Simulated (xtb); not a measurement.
# C3H12BN (SMILES C[BH2-][NH2+]CC): GFN2-xTB

We compute a geometry optimisation of C3H12BN. 

The results are computed with xtb 6.7.1.

5 further runs of the same task are left out: 5 set aside as unsound or not needed.

## (1) The structure to begin with

C3H12BN: 17 atoms, total charge 0, spin state singlet. SMILES: `C[BH2-][NH2+]CC`. All atoms were displaced at random from a relaxed shape. The run starts from this shape.

Bond lengths: C1–B2 1.679 Å, B2–N3 1.724 Å, N3–C4 1.366 Å, C4–C5 1.401 Å, C1–H6 1.182 Å, C1–H7 0.985 Å, C1–H8 1.206 Å, B2–H9 1.274 Å, B2–H10 1.092 Å, N3–H11 0.962 Å, N3–H12 1.132 Å, C4–H13 1.256 Å, C4–H14 1.165 Å, C5–H15 1.254 Å, C5–H16 1.088 Å, C5–H17 1.098 Å. Some angles: C1–B2–N3 105.7°, B2–N3–C4 118.9°, N3–C4–C5 115.8°, C1–B2–H9 108.2°, C1–B2–H10 113.2°, N3–B2–H9 103.5°, N3–B2–H10 106.1°, B2–C1–H6 105.4°, B2–C1–H7 108.9°, B2–C1–H8 111.7°.

## (2) A structure relaxation at GFN2-xTB

Input file struc.tmol:

```
$coord
     -0.059375194836     -0.138157876971     -4.356706888541  c
      1.647255365575      1.036155731394     -1.954203579998  b
      1.197670623265     -1.020074162073      0.531882315037  n
     -0.999192688396     -0.883994983839      1.879030274760  c
     -1.125917722313      1.049912937581      3.682698271671  c
     -2.123031711972     -0.403210863211     -3.543160894628  h
      0.203523503622      0.925587855842     -5.861155650878  h
      0.395406294317     -2.342183250645     -4.715924927571  h
      0.592637009944      3.065400335800     -1.203415390684  h
      3.677369243999      1.046095690809     -2.327689051269  h
      1.541336216290     -2.666535842676     -0.158642508162  h
      2.859760338919     -0.661895472411      1.830615491447  h
     -1.110384173569     -3.020689415692      2.908571964718  h
     -2.711454632658     -0.807479973053      0.497867244794  h
     -3.122507859287      1.167378313488      4.952632021942  h
     -1.015444333068      2.944401172041      2.892679368010  h
      0.227560819927      0.938343507183      5.252512660659  h
$end
```

Started as:

```console
$ xtb struc.tmol -o vtight --gfn 2 > struc.out
```

Q: Predict the results. Wanted: total energy at the end; dipole moment; HOMO energy; LUMO energy; HOMO–LUMO gap; dispersion energy; mean polarisability.

Answer, from the run:

At GFN2-xTB:

```
                      quantity          value
       total energy at the end   -16.69067 Eh
                 dipole moment         5.71 D
                   HOMO energy       -9.67 eV
                   LUMO energy       -0.58 eV
                 HOMO–LUMO gap        9.09 eV
             dispersion energy  -24.76 kJ/mol
mean polarisability (D4 model)     67.7 bohr³
```

At the final geometry: Bond lengths: C1–B2 1.622 Å, B2–N3 1.661 Å, N3–C4 1.468 Å, C4–C5 1.519 Å, C1–H6 1.091 Å, C1–H7 1.088 Å, C1–H8 1.092 Å, B2–H9 1.191 Å, B2–H10 1.197 Å, N3–H11 1.015 Å, N3–H12 1.016 Å, C4–H13 1.097 Å, C4–H14 1.091 Å, C5–H15 1.086 Å, C5–H16 1.086 Å, C5–H17 1.089 Å. Some angles: C1–B2–N3 106.3°, B2–N3–C4 117.8°, N3–C4–C5 110.8°, C1–B2–H9 113.8°, C1–B2–H10 112.7°, N3–B2–H9 107.2°, N3–B2–H10 103.4°, B2–C1–H6 113.6°, B2–C1–H7 110.3°, B2–C1–H8 112.6°. The optimisation took 54 steps and changed the energy by -2.246 eV. Mulliken charges run from -0.18 on C1 to +0.19 on H11.
